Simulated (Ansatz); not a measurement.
# Ag+ with SiH4O4: superposition error and deformation

The task here is to estimate one member of a computed series from the others.

The runs use Ansatz 0.2.0, Gaussian basis; PBE0-D4 structures, single points in def2-TZVPPD.

Levels: PBE-D4, revPBE-D4, BLYP-D4, r2SCAN-D4, B97M-V, PBE0-D4, B3LYP-D4, HSE06-D4, wB97X-V, wB97M-V, B2PLYP, Hartree-Fock, MP2, CCSD, CCSD(T).

Correlated methods freeze the cores. Filled d shells of the heavier atoms are correlated. Core potentials replace the inner electrons past krypton, and spin-orbit coupling is left out. B3LYP uses VWN-RPA correlation. B2PLYP carries no dispersion term here.

75 further runs of the same task are left out: 75 set aside as unsound or not needed.

### Starting geometry

The relaxed pair: 10 atoms, charge 1, spin multiplicity 1.

Atoms are counted from 1 here; the program's logs count them from 0.

Bond lengths: Ag1–O2 2.367 Å, Ag1–O4 2.367 Å, O2–Si3 1.660 Å, O2–H7 0.961 Å, Si3–O4 1.660 Å, Si3–O5 1.603 Å, Si3–O6 1.603 Å, O4–H8 0.961 Å, O5–H9 0.960 Å, O6–H10 0.958 Å. Angles: O2–Ag1–O4 61.5°, Ag1–O2–Si3 101.8°, Ag1–O2–H7 134.0°, Si3–O2–H7 120.4°, O2–Si3–O4 93.7°, O2–Si3–O5 111.4°, O2–Si3–O6 115.1°, O4–Si3–O5 111.5°, O4–Si3–O6 115.0°, O5–Si3–O6 109.5°, Ag1–O4–Si3 101.8°, Ag1–O4–H8 134.1°, Si3–O4–H8 120.4°, Si3–O5–H9 121.3°, Si3–O6–H10 124.2°.

Geometry (Å):

| atom | x (Å) | y (Å) | z (Å) |
| --- | --- | --- | --- |
| Ag1 | -0.9516 | -1.8991 | -1.9470 |
| O2 | -0.9143 | -1.1315 | 0.2916 |
| Si3 | 0.1291 | 0.1551 | 0.1911 |
| O4 | 0.1698 | 0.1293 | -1.4677 |
| O5 | 1.5600 | -0.2021 | 0.8187 |
| O6 | -0.4113 | 1.5204 | 0.8352 |
| H7 | -1.1014 | -1.5405 | 1.1406 |
| H8 | 0.7972 | 0.6761 | -1.9478 |
| H9 | 1.9713 | 0.3638 | 1.4756 |
| H10 | -1.2486 | 1.9286 | 0.6096 |

Atoms 1 to 1 are fragment A (Ag+), the rest fragment B (SiH4O4). From earlier runs, pair energy (eV) and counterpoise interaction (kJ/mol):

| method | E(pair) | interaction |
| --- | --- | --- |
| PBE-D4 | -20122.08063 | -211.13 |
| revPBE-D4 | -20131.88991 | -196.24 |
| BLYP-D4 | -20132.57835 | -210.00 |
| r2SCAN-D4 | -20131.30314 | -218.43 |
| B97M-V | -20129.76139 | -210.22 |
| PBE0-D4 | -20122.56684 | -201.40 |
| B3LYP-D4 | -20136.82239 | -204.68 |
| HSE06-D4 | -20121.99868 | -200.70 |
| wB97X-V | -20129.87343 | -197.10 |
| wB97M-V | -20130.28097 | -197.63 |
| B2PLYP | -20124.08329 | -191.47 |
| MP2 | -20102.50508 | -188.73 |
| CCSD(T) | -20103.52562 | -184.32 |

First each fragment is run alone in its own basis, frozen in the shape it has in the pair (a, b).

Set-up of the first run:

File a/in.yaml:

```yaml
crystal:
  periodic: [false, false, false]
  atoms:
    - {symbol: Ag, position_ang: [-0.951587, -1.899123, -1.947021]}
basis:
  gaussian: {orbitals: "def2-TZVPPD.json"}
total_charge: 1
hamiltonian: {xc: {name: wB97X-V}}
```

File b/in.yaml:

```yaml
crystal:
  periodic: [false, false, false]
  atoms:
    - {symbol: O, position_ang: [-0.914294, -1.131465, 0.291593]}
    - {symbol: Si, position_ang: [0.129056, 0.155139, 0.191089]}
    - {symbol: O, position_ang: [0.169826, 0.129268, -1.467737]}
    - {symbol: O, position_ang: [1.559998, -0.202138, 0.818667]}
    - {symbol: O, position_ang: [-0.411329, 1.520427, 0.835217]}
    - {symbol: H, position_ang: [-1.101422, -1.540530, 1.140608]}
    - {symbol: H, position_ang: [0.797227, 0.676131, -1.947792]}
    - {symbol: H, position_ang: [1.971253, 0.363797, 1.475567]}
    - {symbol: H, position_ang: [-1.248628, 1.928593, 0.609608]}
basis:
  gaussian: {orbitals: "def2-TZVPPD.json"}
hamiltonian: {xc: {name: wB97X-V}}
```

The basis file named in the input lies beside it (Basis Set Exchange, JSON).

One command serves all of them, each in its own folder.

The run is started by

```sh
$ ansatz run in.yaml --threads 2 --pin off --events-out ev --progress --plain --max-ram 22528MiB --backend cpu
```

Among the steps run: wB97X-V/def2-TZVPPD; wB97M-V/def2-TZVPPD; B2PLYP/def2-TZVPPD; B97M-V/def2-TZVPPD; CCSD(T)/def2-TZVPPD; Relaxing SiH4O4 alone; PBE-D4/def2-TZVPPD; r2SCAN-D4/def2-TZVPPD; PBE0-D4/def2-TZVPPD; B3LYP-D4/def2-TZVPPD; BLYP-D4/def2-TZVPPD; revPBE-D4/def2-TZVPPD; HSE06-D4/def2-TZVPPD.

One of the session's tables, all rows but one given; the rest of the session is left out.

| method | interaction with counterpoise (kJ/mol) |
| --- | --- |
| PBE-D4 | -211.13 |
| revPBE-D4 | -196.24 |
| BLYP-D4 | -210.00 |
| r2SCAN-D4 | -218.43 |
| B97M-V | -210.22 |
| PBE0-D4 | -201.40 |
| B3LYP-D4 | -204.68 |
| HSE06-D4 | -200.70 |
| wB97X-V | -197.10 |
| wB97M-V | -197.63 |
| B2PLYP | -191.47 |
| Hartree-Fock | ? |
| MP2 | -188.73 |
| CCSD | -179.96 |
| CCSD(T) | -184.32 |

Estimate the missing values for Hartree-Fock.

**Answer.** interaction with counterpoise (kJ/mol): -152.94. In the column «interaction with counterpoise (kJ/mol)» it is the highest.
